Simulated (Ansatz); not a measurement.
# CH₂Ge (triplet): from Hartree-Fock to the top rungs, cc-pVTZ

An exercise on one series of results from a longer session: the logs are not shown, and one member is left open.

Program: Ansatz 0.2.0, Gaussian basis. Level of theory: cc-pVTZ, core rule «outside noble gas», up to 15 orbitals frozen. These are calculated values, not measurements.

The runs, in order: UHF; CCSD(T) on ROHF; CCSD(T) on UHF; BCCD(T) on ROHF; CCSDT(Q) on ROHF; CCSDT(Q) on UHF; CASSCF and MRCISD+Q, 10 electrons in 10 orbitals; CASSCF and NEVPT2, 10 electrons in 10 orbitals.

6 further runs of the same task are left out: 6 set aside as unsound or not needed.

**The geometry**

The geometry is a PBE0/def2-TZVP stationary point (not a proven minimum). No spin-orbit coupling is included. The filled d shell of Ge may be among the frozen orbitals whatever the setting's name suggests; the logs give the count.

4 atoms, charge 0, spin multiplicity 3.

Atoms are counted from 1 here; the program's logs count them from 0.

Bond lengths: Ge1–C2 1.957 Å, C2–H3 1.091 Å, C2–H4 1.091 Å. Angles: Ge1–C2–H3 123.6°, Ge1–C2–H4 123.6°, H3–C2–H4 112.9°.

Coordinates:

```csv
atom,x (Å),y (Å),z (Å)
Ge1,0.0000,0.0000,0.3308
C2,0.0000,0.0000,-1.6265
H3,0.0000,0.9089,-2.2295
H4,0.0000,-0.9089,-2.2295
```

The first run:

The input, in.yaml:

```yaml
crystal:
  periodic: [false, false, false]
  atoms:
    - {symbol: Ge, position_ang: [0.000000, 0.000000, 0.330803]}
    - {symbol: C, position_ang: [0.000000, 0.000000, -1.626483]}
    - {symbol: H, position_ang: [0.000000, 0.908852, -2.229454]}
    - {symbol: H, position_ang: [0.000000, -0.908852, -2.229454]}
basis:
  gaussian: {orbitals: cc-pVTZ}
magnetization: {spin_polarized: true, initial_magnetization: 2}
hamiltonian: {xc: hf}
output: {orbitals: {seedname: orbitals}}
```

Started as:

```sh
> ansatz run in.yaml --threads 1 --pin off --events-out ev --progress --plain --max-ram 2816MiB --backend cpu
```

Steps of the session up to this table: UHF; CCSD(T) on ROHF; CCSD(T) on UHF; BCCD(T) on ROHF; CCSDT(Q) on ROHF; CCSDT(Q) on UHF; CASSCF and MRCISD+Q, 10 electrons in 10 orbitals; CASSCF and NEVPT2, 10 electrons in 10 orbitals.

One of the session's tables, all rows but one given; the rest of the session is left out.

It belongs to the step «Misses and costs». 

```
          method  from UCCSDT(Q) (kcal/mol)
            ROHF                    +164.45
             UHF                    +159.90
            RMP2                     +25.04
            UMP2                     +25.99
           RCCSD                      +6.96
           UCCSD                      +6.73
        RCCSD(T)                      +1.03
        UCCSD(T)                      +0.95
         BCCD(T)                      +1.03
          RCCSDT                      +0.38
          UCCSDT                      +0.27
       RCCSDT(Q)                      +0.12
       UCCSDT(Q)                          0
  CASSCF valence                    +113.35
  NEVPT2 valence                     +25.59
  MRCISD valence                          ?
MRCISD+Q valence                      +1.26
```

Estimate the missing values for MRCISD valence.

**Answer.** from UCCSDT(Q) (kcal/mol): +9.03. In the column «from UCCSDT(Q) (kcal/mol)» it lies between RCCSD (+6.96) and RMP2 (+25.04).

With the free atoms at the same levels and basis (separate runs), the atomisation energy is 11.284 eV at UCCSDT(Q), 11.281 eV at RCCSD(T), 11.272 eV at UCCSD(T), 8.665 eV at ROHF.

Caveats from the session: Restricted and unrestricted rows rest on different reference determinants; where their highest levels disagree by more than a few hundredths of an eV, they describe different states and don't form one ladder.
